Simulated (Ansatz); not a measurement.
CH₃BO, SMILES BC=O: the interaction energy of a dimer with the counterpoise correction, run with Ansatz 0.2.0 through its Python package.

`dimer.py`:
```python
import ansatz as az

SETTINGS = {
    "basis": "def2-SVP",
    "method": "MP2",
}

FIRST = [
    ("B", (-0.4505, 0.0298, -0.5853)),
    ("C", (0.4801, -0.1047, 0.602)),
    ("O", (0.6283, 0.8156, 1.3746)),
    ("H", (-0.5942, -0.8036, -1.3599)),
    ("H", (-1.0735, 1.0875, -0.7683)),
    ("H", (1.0098, -1.0245, 0.7369)),
]
SECOND = [
    ("B", (-1.0846, 2.382, 3.2146)),
    ("C", (-1.4014, 3.2001, 4.4491)),
    ("O", (-0.5144, 3.5744, 5.1832)),
    ("H", (-1.8957, 1.9784, 2.5114)),
    ("H", (0.0927, 2.0961, 2.9453)),
    ("H", (-2.4241, 3.4306, 4.6632)),
]

def energy(atoms, ghosts=()):
    molecule = az.Crystal.molecule()
    for symbol, xyz in atoms:
        molecule = molecule.atom(symbol, xyz)
    calc = (
        molecule.calculation()
        .basis(gaussian=SETTINGS["basis"])
        .correlation(SETTINGS["method"])
    )
    deck = calc.input()
    if ghosts:
        deck = deck.set(az.key.basis.gaussian.ghost_atoms, [{"symbol": s, "position_ang": list(xyz)} for s, xyz in ghosts])
    return az.Session.from_dict(deck).plan().execute().report["free_energy_ev"]

both = energy(FIRST + SECOND)
alone = energy(FIRST) + energy(SECOND)
ghosted = energy(FIRST, SECOND) + energy(SECOND, FIRST)
print(f"dimer {both:.6f} eV")
print(f"interaction, uncorrected   {(both - alone):8.3f} eV")
print(f"interaction, counterpoise  {(both - ghosted):8.3f} eV")
print(f"basis-set superposition    {(alone - ghosted):8.3f} eV")
```

How large is the interaction at this pose, and how much of it is basis-set superposition?

Uncorrected it is 0.128 eV, with the counterpoise correction 0.213 eV; the difference, 0.08 eV, is the superposition error. In this basis both values are repulsive.

The output:

```console
$ python dimer.py
dimer -7585.302155 eV
interaction, uncorrected      0.128 eV
interaction, counterpoise     0.213 eV
basis-set superposition       0.084 eV
```

Total energies depend on the basis set; only differences at equal settings carry meaning. The dimer is a generated trial pose of unrelaxed monomers, not a minimum, so the figure is no binding energy, and the basis set is small. It ran for 6.4 s on 1 thread of Arm Neoverse V1, on a shared host, peak memory 0.28 GiB.

(Lines on the test bed's own set-up are left out of the output.)
